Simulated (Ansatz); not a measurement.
# GeH2 (SMILES [GeH2]): CAM-B3LYP/def2-TZVPPD

Aim: the electronic atomisation energy of GeH2 at CAM-B3LYP/def2-TZVPPD, from 3 runs. 

Program for the calculation: Ansatz 0.2.0.

34 further runs of the same task are left out: 34 set aside as unsound or not needed.

## Step 1: The system as given

GeH2: 3 atoms, total charge 0, spin state singlet. SMILES: `[GeH2]`. The shape is that of a PBE0-D4/def2-TZVP optimisation.

Bond lengths: Ge1–H2 1.595 Å, Ge1–H3 1.594 Å. Angles: H2–Ge1–H3 90.6°.

## Step 2: A single-point energy at CAM-B3LYP/def2-TZVPPD

File input.yaml:

```yaml
crystal:
  periodic: [false, false, false]
  atoms:
    - symbol: Ge
      position_ang: [-0.570100, 0.405100, -0.263700]
    - symbol: H
      position_ang: [0.783000, 0.743600, 0.509000]
    - symbol: H
      position_ang: [-0.212900, -1.148700, -0.245300]
basis:
  gaussian:
    orbitals: def2-TZVPPD.json
total_charge: 0
hamiltonian:
  xc: {name: CAM-B3LYP}
accuracy: high
output:
  orbitals: {seedname: orbitals}
```

The basis set def2-TZVPPD is read from a file made from the Basis Set Exchange's data (not shown).

The run is started by

```sh
ansatz run input.yaml --threads 1 --pin off --max-ram 3480MiB --events-out events.jsonl --progress --plain --runs-dir runs
```

Output:

```text
Warning: RAYON_NUM_THREADS=1 ignored (pool sized by the plan → 1); use --threads N
Functional definition: CAM-B3LYP
  name "CAM-B3LYP"
  parameter alpha = 0.19
  parameter beta = 0.46
  parameter omega = 0.33/bohr
  parameter ac = 0.81
  exchange = (1 - alpha - beta)*b88_x + beta*b88_x_sr(omega) + alpha*exact_x + beta*exact_x_lr(omega)
  correlation = (1 - ac)*vwn5_c + ac*lyp_c
1286 factors; integrals over basis functions are off by at most 4.5e-9 eV
309 factors; integrals over basis functions are off by at most 2.5e-9 eV
mean field evaluation 1: about -56552.0836 eV, gradient 1.5e1 eV
mean field evaluation 2: about -56552.2679 eV, gradient 1.4e1 eV
mean field evaluation 4: about -56552.4113 eV, gradient 1.5e0 eV
mean field evaluation 8: about -56552.4358 eV, gradient 4.1e-2 eV
mean field evaluation 16: about -56552.4358 eV, gradient 2.6e-6 eV
mean field -56552.43579420 eV, -2078.2636828189 hartree, gradient 1.8e-8 eV, S^2 0.000000; 0 other end points of the search recorded, 0 dependent functions left out
reference -56552.43580827 eV, -2078.2636833361 hartree; 17, 17 occupied and 71, 71 virtual orbitals, 1286 factors
Total energy: -56552.43580827 eV, -2078.2636833361 hartree
```

It took 3.6 s on 1 thread of Arm Neoverse V2, shared host; peak memory 0.21 GiB.

## Step 3: The Ge atom

File molecule.yaml:

```yaml
basis:
  gaussian:
    orbitals: def2-TZVPPD.json
crystal:
  periodic: [false, false, false]
  atoms:
    - symbol: Ge
      position_ang: [0.000000, 0.000000, 0.000000]
magnetization:
  spin_polarized: true
  initial_magnetization: 2
hamiltonian:
  xc: {name: CAM-B3LYP}
accuracy: high
```

The basis set def2-TZVPPD is read from a file made from the Basis Set Exchange's data (not shown).

Run the same way, it converges to -2077.03836 Eh (log not shown).

## Step 4: The H atom at the same level

File in.yaml:

```yaml
crystal:
  periodic: [false, false, false]
  atoms:
    - {symbol: H, position_ang: [0.000000, 0.000000, 0.000000]}
basis:
  gaussian: {orbitals: def2-TZVPPD.json}
magnetization: {spin_polarized: true, initial_magnetization: 1}
hamiltonian: {xc: {name: CAM-B3LYP}}
accuracy: high
```

The basis set def2-TZVPPD is read from a file made from the Basis Set Exchange's data (not shown).

Run the same way, it converges to -0.49881 Eh (log not shown).

## Step 5: Outcome

Level: CAM-B3LYP/def2-TZVPPD.

```
                     quantity           value
       molecule: total energy  -2078.26368 Eh
        molecule: HOMO energy        -8.21 eV
        molecule: LUMO energy        -1.99 eV
      molecule: HOMO–LUMO gap         6.21 eV
        Ge atom: total energy  -2077.03836 Eh
                Ge atom: ⟨S²⟩           2.003
         H atom: total energy     -0.49881 Eh
                 H atom: ⟨S²⟩           0.750
electronic atomisation energy        6.196 eV
```

What this shows: Taking the molecule apart into free atoms costs 6.20 eV (598 kJ/mol), before zero-point energy and without spin-orbit coupling.
